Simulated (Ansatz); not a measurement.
What does this script print? It uses the Python package of Ansatz (0.2.0).

The script, `torsion_ch6bpsi.py`:
```python
import warnings

import ansatz as az
from ase import Atoms


def main() -> None:
    warnings.simplefilter("ignore", az.DeckWarning)

    atoms = Atoms(["C", "Si", "B", "P", "H", "H", "H", "H", "H", "H"], positions=[
        (-1.0284, 0.5405, -0.7864),
        (-0.214, -0.8344, 0.0561),
        (0.9613, -0.2192, 1.5372),
        (1.9006, -0.8268, -0.1786),
        (-1.2889, 0.2975, -1.8674),
        (-2.0295, 0.8192, -0.2745),
        (-0.4064, 1.4909, -0.7768),
        (-0.8495, -2.0972, 0.2888),
        (1.1196, 0.26, 2.6724),
        (1.9184, 0.5184, -0.6678),
    ])

    first = az.Crystal.molecule_from_ase(atoms).calculation()
    first = first.basis(gaussian="def2-SVP")
    first = first.functional("hf").relax(force_tolerance=0.02, max_steps=80)
    atoms.positions = first.run().report["positions_ang"]

    start = atoms.get_dihedral(2, 1, 0, 4)
    energies = {}
    for turn in range(0, 121, 15):
        turned = atoms.copy()
        turned.set_dihedral(2, 1, 0, 4, start + turn, indices=[0, 4, 5, 6])
        job = (
            az.Crystal.molecule_from_ase(turned).calculation()
            .basis(gaussian="def2-SVP")
            .functional("hf")
        )
        energies[round((start + turn) % 360)] = job.run().report["free_energy_ev"]
    floor = min(energies.values())
    print("dihedral B2-Si1-C0-H4 (deg)   E - E(min) (kJ/mol)")
    for angle, e in sorted(energies.items()):
        print(f"{angle:8d} {96.485332 * (e - floor):14.3f}  " + "#" * int(30 * (e - floor) / max(max(energies.values()) - floor, 1e-9)))


if __name__ == "__main__":
    main()
```

```console
$ python torsion_ch6bpsi.py
dihedral B2-Si1-C0-H4 (deg)   E - E(min) (kJ/mol)
     141          0.000
     156          0.807  ####
     171          2.692  ###############
     186          4.559  #########################
     201          5.304  ##############################
     216          4.495  #########################
     231          2.627  ##############
     246          0.798  ####
     261          0.063
```

The scan is rigid and the energies are electronic, in a modest basis. With rigid groups the curve can differ much from the relaxed path, the start wasn't checked as a minimum of this torsion, and equivalent turns needn't return to the same energy. It ran for 38 s on 1 thread of Arm Neoverse V1, on a shared host, peak memory 0.25 GiB.

(Lines on the test bed's own set-up are left out of the output.)
